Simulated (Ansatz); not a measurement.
**CH4ClNOSi: harmonic frequencies at the relaxed geometry from a Python script**

At which frequencies does CH4ClNOSi vibrate? Aim: harmonic frequencies at the relaxed geometry, for CH4ClNOSi, run from a script. SMILES: OC=N[SiH2]Cl.

Computed with Ansatz 0.2.0, driven from Python. Level of theory: Hartree-Fock/def2-SVP.

### 1 The system

Bond lengths: O1–C2 1.348 Å, C2–N3 1.299 Å, N3–Si4 1.665 Å, Si4–Cl5 2.017 Å, O1–H6 1.048 Å, C2–H7 1.109 Å, Si4–H8 1.515 Å, Si4–H9 1.461 Å. Angles: O1–C2–N3 119.7°, O1–C2–H7 108.1°, N3–C2–H7 132.2°, C2–O1–H6 103.0°, C2–N3–Si4 112.1°, N3–Si4–Cl5 114.6°, N3–Si4–H8 107.7°, N3–Si4–H9 111.8°, Cl5–Si4–H8 107.4°, Cl5–Si4–H9 106.4°, H8–Si4–H9 108.9°.

No structure file is read: the coordinates are typed or built in the script.

### 2 The code

run_freq.py reads:

```python
# -*- coding: utf-8 -*-
"""Vibrations and zero-point energy of CH4ClNOSi."""

import warnings

import ansatz
import numpy as np

GEOMETRY = """
O     2.05830    0.69420   -1.04710
C     1.02760    0.04620   -0.46860
N    -0.10020    0.66450   -0.28530
Si   -1.21850   -0.29030    0.49650
Cl   -0.78090   -0.68510    2.42570
H     1.66720    1.65070   -1.22220
H     1.36030   -0.98390   -0.22780
H    -2.54450    0.44200    0.47390
H    -1.38080   -1.58450   -0.16210
"""

warnings.simplefilter("ignore", ansatz.DeckWarning)

geometry = ansatz.Crystal.molecule()
for line in GEOMETRY.strip().splitlines():
    symbol, *xyz = line.split()
    geometry = geometry.atom(symbol, [float(v) for v in xyz])

model = (
    geometry.calculation()
    .basis(gaussian="def2-SVP")
    .functional("HF")
)
symbols = [site.symbol for site in geometry.cartesian_sites]
start = np.array([site.position_ang for site in geometry.cartesian_sites], dtype=float)
def progress(event):
    if event["event"] == "relax_step":
        row = event["data"]
        print(f"step {row['step']:3d}  E = {row['lagrangian_ev']:.6f} eV  largest force component {row['allowed_force_max_ev_ang']:.4f} eV/A")


report = model.relax(force_tolerance=0.003, max_steps=100).session().plan().execute(on_event=progress).report
end = np.array(report["positions_ang"])

print("final positions (A) and the move of each atom")
for symbol, xyz, old in zip(symbols, end, start):
    print(f"{symbol:2s} {xyz[0]:10.5f} {xyz[1]:10.5f} {xyz[2]:10.5f}   {np.linalg.norm(xyz - old):7.4f}")

# same settings at the minimum
minimum = ansatz.Crystal.molecule()
for symbol, place in zip(symbols, end):
    minimum = minimum.atom(symbol, place.tolist())
vibrating = (
    minimum.calculation()
    .basis(gaussian="def2-SVP")
    .functional("HF")
    .phonons(temperatures=(200, 600, 100))
)
vib = vibrating.run().report["vibrations"]
sums = vib["harmonic_sums"]
modes = [m["omega_inv_cm"] for m in sums["modes_at_gamma"] if m["rigid_motion"] == "no"]
print("frequencies (1/cm):", " ".join(f"{w:.0f}" for w in modes))
print("imaginary modes:", sum(w < 0 for w in modes), " zero-point energy:", round(sums["zero_point_energy_ev"], 4), "eV")
print("T (K)   F_vib (eV)   S_vib (meV/K)   C_vib (meV/K)")
for row in zip(sums["temperatures_k"], sums["vibrational_free_energy_ev"], vib["entropy_ev_per_k"], vib["heat_capacity_ev_per_k"]):
    print(f"{row[0]:6.1f} {row[1]:11.4f} {1000 * row[2]:13.4f} {1000 * row[3]:15.4f}")

# all hydrogen replaced by deuterium
heavier = vibrating.phonons(masses={"H": 2.014102}).run().report["vibrations"]["harmonic_sums"]
print("deuterated (1/cm):", " ".join(f"{m['omega_inv_cm']:.0f}" for m in heavier["modes_at_gamma"] if m["rigid_motion"] == "no"))
print("zero-point energy falls by", round(sums["zero_point_energy_ev"] - heavier["zero_point_energy_ev"], 4), "eV")
```

### 3 The calls as engine input

The package turns the script's settings into the engine's input (first run):

```yaml
crystal:
  periodic: [false, false, false]
  atoms:
    - { symbol: O, position_ang: [2.0583, 0.6942, -1.0471] }
    - { symbol: C, position_ang: [1.0276, 0.0462, -0.4686] }
    - { symbol: "N", position_ang: [-0.1002, 0.6645, -0.2853] }
    - { symbol: Si, position_ang: [-1.2185, -0.2903, 0.4965] }
    - { symbol: Cl, position_ang: [-0.7809, -0.6851, 2.4257] }
    - { symbol: H, position_ang: [1.6672, 1.6507, -1.2222] }
    - { symbol: H, position_ang: [1.3603, -0.9839, -0.2278] }
    - { symbol: H, position_ang: [-2.5445, 0.442, 0.4739] }
    - { symbol: H, position_ang: [-1.3808, -1.5845, -0.1621] }
basis:
  gaussian:
    orbitals: def2-SVP
hamiltonian:
  xc: hf
relax:
  f_tol: 0.003
  max_steps: 100
```

### 4 Launch

The run is started by

```
python run_freq.py
```

**Question.** What results will this script give? Wanted: highest frequency; imaginary modes; zero-point energy.

The runs gave:

```
         quantity      value
    runs compared          3
highest frequency  4110 cm⁻¹
  imaginary modes          0
zero-point energy   1.649 eV
```

What this shows: Run 1: The relaxation took 26 moves; the largest shift is 1.198 Å, of atom 7 (H). So large a move can change the bonding: the results belong to the relaxed structure. All frequencies are real, so the geometry is a minimum. The values are harmonic; measured fundamentals also hold anharmonic shifts, mostly downward for stretches. The frequencies are harmonic and unscaled, in a modest basis.
